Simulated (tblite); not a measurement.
# C2H9NO2Si3: the cost of one run

Programs: tblite 0.8.0 and PySCF 2.14.0, with density-fitted response routines of our own. Each step states its level of theory. These are calculated values for one molecule in the gas phase, unless marked as measured. Atoms are numbered from 0 throughout.

## (1) Starting geometry

17 atoms, charge 0, multiplicity 1; geometry from: force field or distance geometry start.

Bonds of the start (Å): C0–N1 1.27, N1–Si2 1.79, Si2–Si3 2.23, Si2–O4 1.71, O4–C5 1.40, C5–O6 1.25, C5–Si7 1.86, C0–H8 1.08, C0–H9 1.09, Si2–H10 1.48, Si3–H11 1.47, Si3–H12 1.47, Si3–H13 1.47, Si7–H14 1.46, Si7–H15 1.46, Si7–H16 1.48.

## (2) Geometry optimisation with GFN2-xTB

The job: settings as JSON, then the geometry in Å.

```
{"job": {"kind": "relax", "xc": "GFN2-xTB", "basis": "xTB"}, "charge": 0, "multiplicity": 1}
C     -1.780900     2.471900    -0.404900
N     -2.108500     1.298900    -0.044600
Si    -1.043800    -0.094200    -0.395900
Si    -2.025700    -2.022000     0.136800
O      0.397400     0.014900     0.523300
C      1.608300    -0.107500    -0.165300
O      1.697600    -0.287100    -1.398800
Si     3.208900     0.005700     0.779800
H     -0.886700     2.723200    -0.948400
H     -2.479000     3.270000    -0.144400
H     -0.794100    -0.044900    -1.855800
H     -1.383100    -3.123100    -0.601100
H     -3.455400    -1.949300    -0.217300
H     -1.866900    -2.212800     1.585600
H      3.214200     1.172100     1.663500
H      4.322800     0.090200    -0.161400
H      3.367900    -1.193900     1.639100
```

On the command line:

```console
$ OMP_NUM_THREADS=1 python probes_run.py task.json out
```

This one command runs all jobs of the session in turn.

Q: Estimate the wall time and peak memory of this first job on 1 thread of Arm Neoverse V2, shared host.

About 1.8 s, with a peak of 0.18 GiB.
